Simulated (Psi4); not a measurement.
**CH6GeO (SMILES C[O][GeH3]): TPSSh/cc-pVDZ**

Aim: the vertical singlet–triplet gap of CH6GeO at TPSSh/cc-pVDZ, from 2 runs. 

The results are computed with Psi4 1.11.

1 further run of the same task is left out (set aside as unsound or not needed).

## (1) The structure to begin with

CH6GeO: 9 atoms, total charge 0, spin state singlet. As SMILES, `C[O][GeH3]`. The coordinates come from a PBE0-D4/def2-TZVP relaxation.

Bond lengths: C1–O2 1.406 Å, O2–Ge3 1.779 Å, C1–H4 1.093 Å, C1–H5 1.099 Å, C1–H6 1.099 Å, Ge3–H7 1.542 Å, Ge3–H8 1.531 Å, Ge3–H9 1.542 Å. Some angles: C1–O2–Ge3 117.8°, O2–C1–H4 108.1°, O2–C1–H5 112.2°, O2–C1–H6 112.2°, O2–Ge3–H7 108.9°, O2–Ge3–H8 104.9°, O2–Ge3–H9 108.9°, H4–C1–H5 108.0°, H4–C1–H6 108.0°, H5–C1–H6 108.1°.

## (2) The energy at TPSSh/cc-pVDZ

File ch6geo.json:

```json
{
 "schema_name": "qcschema_input",
 "schema_version": 1,
 "molecule": {
  "schema_name": "qcschema_molecule",
  "schema_version": 2,
  "symbols": ["C", "O", "Ge", "H", "H", "H", "H", "H", "H"],
  "geometry": [-0.87229758, 1.77539769, -1.6622031, -1.24211698, -0.72489894, -0.8452745, 0.77384285, -1.89804092, 1.57659851, -2.25708888, 2.17809833, -3.13977996, 1.02215286, 2.06830524, -2.45947855, -1.14838657, 3.1497955, -0.13076905, 3.5341658, -1.77445283, 0.65214449, -0.10223418, -4.61849065, 2.02257387, 0.45901448, -0.24301878, 3.953685],
  "molecular_charge": 0,
  "molecular_multiplicity": 1,
  "fix_symmetry": "c1",
  "fix_com": true,
  "fix_orientation": true
 },
 "driver": "energy",
 "model": {
  "method": "tpssh",
  "basis": "cc-pVDZ"
 },
 "keywords": {
  "puream": true,
  "e_convergence": 1e-09,
  "d_convergence": 1e-08,
  "scf_type": "pk",
  "dft_radial_points": 99,
  "dft_spherical_points": 590
 }
}
```

Command:

```console
$ psi4 --qcschema ch6geo.json -n 1 --memory 1600MB
```

stdout, cut to the lines that bear on the results:

```text
[...]
  Running in c1 symmetry.
[...]
  Nuclear repulsion =  205.435326475879293
[...]
  Multiplicity = 1
[...]
  Nalpha       = 26
  Nbeta        = 26
[...]
    Number of basis functions: 85
[...]
   @RKS iter   1: -2193.10094767062492   -2.84758e+00   1.44514e-02 DIIS/ADIIS
[...]
   @RKS iter  11: -2193.88092736173894   -2.27374e-12   2.50790e-09 DIIS
[...]
    Orbital Energies [Eh]
    ---------------------
    Doubly Occupied:
       1A   -398.515941     2A    -49.630111     3A    -44.123322
       4A    -44.122828     5A    -44.122781     6A    -19.054745
       7A    -10.167155     8A     -6.182437     9A     -4.349472
      10A     -4.346588    11A     -4.346301    12A     -1.184358
      13A     -1.177835    14A     -1.177507    15A     -1.174958
      16A     -1.174869    17A     -0.968986    18A     -0.655402
      19A     -0.539133    20A     -0.426562    21A     -0.424303
      22A     -0.413288    23A     -0.337845    24A     -0.333980
      25A     -0.279239    26A     -0.247656
[...]
  @RKS Final Energy: -2193.88092736173894
   => Energetics <=
    Nuclear Repulsion Energy =            205.4353264758792932
    One-Electron Energy =               -3461.3158908697009792
    Two-Electron Energy =                1147.9820586611663202
    DFT Exchange-Correlation Energy =     -85.9824216290833334
    Empirical Dispersion Energy =           0.0000000000000000
    VV10 Nonlocal Energy =                  0.0000000000000000
    Total Energy =                      -2193.8809273617389408
[...]
 Multipole Moments:
 ------------------------------------------------------------------------------------
     Multipole            Electronic (a.u.)      Nuclear  (a.u.)        Total (a.u.)
 ------------------------------------------------------------------------------------
 L = 1.  Multiply by 2.5417464519 to convert [e a0] to [Debye]
 Dipole X            :        -10.7934221           11.0998734            0.3064513
 Dipole Y            :         55.3744184          -55.1238780            0.2505404
 Dipole Z            :        -34.4451701           34.6141135            0.1689434
 Magnitude           :                                                    0.4303774
[...]
```

The result, in JSON:

```text
{
 "driver": "energy",
 "model": {
  "method": "tpssh",
  "basis": "cc-pVDZ"
 },
 "success": true,
 "return_result": -2193.880927361739,
 "properties": {
  "calcinfo_nbasis": 85,
  "calcinfo_nmo": 85,
  "calcinfo_nalpha": 26,
  "calcinfo_nbeta": 26,
  "calcinfo_natom": 9,
  "nuclear_repulsion_energy": 205.4353264758793,
  "return_energy": -2193.880927361739,
  "scf_one_electron_energy": -3461.315890869701,
  "scf_two_electron_energy": 1147.9820586611663,
  "scf_xc_energy": -85.98242162908333,
  "scf_dipole_moment": [0.3064512556418233, 0.2505403609086869, 0.16894343433979486],
  "scf_total_energy": -2193.880927361739,
  "scf_iterations": 11
 }
}
```

Run time: 2 min. Hardware: 1 thread of Intel Xeon Platinum 8259CL at 2.50GHz (Skylake/Cascade Lake), shared host; peak memory 1.3 GiB.

## (3) The triplet: energy and gradient at UTPSSh/cc-pVDZ

File ch6geo.xyz:

```xyz
9
CH6GeO
C     -0.461600     0.939500    -0.879600
O     -0.657300    -0.383600    -0.447300
Ge     0.409500    -1.004400     0.834300
H     -1.194400     1.152600    -1.661500
H      0.540900     1.094500    -1.301500
H     -0.607700     1.666800    -0.069200
H      1.870200    -0.939000     0.345100
H     -0.054100    -2.444000     1.070300
H      0.242900    -0.128600     2.092200
```

File calc.py:

```python
import psi4

psi4.set_memory(1600000000)
psi4.set_num_threads(1)
psi4.core.set_output_file('ch6geo.out', False)

with open('ch6geo.xyz') as f:
    atoms = ''.join(f.readlines()[2:])
molecule = psi4.geometry('0 3\n' + atoms + 'symmetry c1\nno_reorient\nno_com')

psi4.set_options({
    'basis': 'cc-pVDZ',
    'reference': 'uks',
    'puream': True,
    'e_convergence': 1e-09,
    'd_convergence': 1e-08,
    'scf_type': 'pk',
    'dft_radial_points': 99,
    'dft_spherical_points': 590,
    'maxiter': 100,
})

energy_value, wavefunction = psi4.gradient("tpssh", return_wfn=True)
psi4.oeprop(wavefunction, "DIPOLE", "MAYER_INDICES", "QUADRUPOLE", title="TPSSH")
print('gradient / Eh bohr^-1')
print(energy_value.np.round(6))
print(f'energy = {wavefunction.energy():.10f} Eh')
```

Command:

```console
$ python calc.py
```

ch6geo.out, cut to the lines that bear on the results:

```text
[...]
  Running in c1 symmetry.
[...]
  Nuclear repulsion =  205.435326497741102
[...]
  Multiplicity = 3
[...]
  Nalpha       = 27
  Nbeta        = 25
[...]
    Number of basis functions: 85
[...]
   @UKS iter   1: -2192.78315197604161   -2.52979e+00   1.47101e-02 DIIS/ADIIS
[...]
   @UKS iter  15: -2193.65527468462915   -3.18323e-12   3.30609e-09 DIIS
[...]
   @S^2 Observed:                2.004965131E+00
[...]
    Orbital Energies [Eh]
    ---------------------
    Alpha Occupied:
       1A   -398.492862     2A    -49.607917     3A    -44.101299
       4A    -44.100892     5A    -44.100118     6A    -19.177580
       7A    -10.209038     8A     -6.160801     9A     -4.328101
      10A     -4.325761    11A     -4.323709    12A     -1.170614
      13A     -1.158028    14A     -1.155708    15A     -1.153915
      16A     -1.153494    17A     -1.072698    18A     -0.711921
      19A     -0.568443    20A     -0.508299    21A     -0.479931
      22A     -0.461306    23A     -0.380466    24A     -0.355150
      25A     -0.328381    26A     -0.319515    27A     -0.044869
    Alpha Virtual:
[...]
  @UKS Final Energy: -2193.65527468462915
   => Energetics <=
    Nuclear Repulsion Energy =            205.4353264977411015
    One-Electron Energy =               -3460.6589705854894419
    Two-Electron Energy =                1147.4633405247470819
    DFT Exchange-Correlation Energy =     -85.8949711216283873
    Empirical Dispersion Energy =           0.0000000000000000
    VV10 Nonlocal Energy =                  0.0000000000000000
    Total Energy =                      -2193.6552746846291484
[...]
  -Total Gradient:
     Atom            X                  Y                   Z
    ------   -----------------  -----------------  -----------------
       1        0.017207534616    -0.024564078180     0.027456892609
       2        0.065232914751    -0.030255904880     0.074776313918
       3       -0.070463171268     0.051344267059    -0.089410483453
       4        0.003906999771     0.001168613470     0.003096074673
       5       -0.008629589944     0.004361911365    -0.004629388783
       6       -0.003758254449     0.001933281245    -0.009848369327
       7       -0.002062789008    -0.000968720341    -0.002073095879
       8        0.001138349888    -0.002294212758     0.002119291167
       9       -0.002594430151    -0.000711352211    -0.001514533579
[...]
```

The script printed:

```text
gradient / Eh bohr^-1
[[ 0.017208 -0.024564  0.027457]
 [ 0.065233 -0.030256  0.074776]
 [-0.070463  0.051344 -0.08941 ]
 [ 0.003907  0.001169  0.003096]
 [-0.00863   0.004362 -0.004629]
 [-0.003758  0.001933 -0.009848]
 [-0.002063 -0.000969 -0.002073]
 [ 0.001138 -0.002294  0.002119]
 [-0.002594 -0.000711 -0.001515]]
energy = -2193.6552746846 Eh
```

Run time: 4.8 min. Hardware: 1 thread of Intel Xeon Platinum 8259CL at 2.50GHz (Skylake/Cascade Lake), shared host; peak memory 1.2 GiB.

## (4) What came out

Level: TPSSh/cc-pVDZ.

| quantity | value |
| --- | --- |
| singlet: total energy | -2193.88093 Eh |
| singlet: dipole moment | 1.09 D |
| singlet: HOMO energy | -6.74 eV |
| singlet: LUMO energy | 0.26 eV |
| singlet: HOMO–LUMO gap | 7.00 eV |
| triplet: total energy | -2193.65527 Eh |
| triplet: dipole moment | 3.66 D |
| triplet: HOMO energy (highest over α and β) | -1.22 eV |
| triplet: ⟨S²⟩ | 2.005 |
| triplet: largest force on an atom | 6.422 eV/Å |
| vertical energy of the triplet above the singlet | 6.140 eV |

**Reading.** At this shape the triplet lies 6.14 eV (142 kcal/mol) above the singlet.
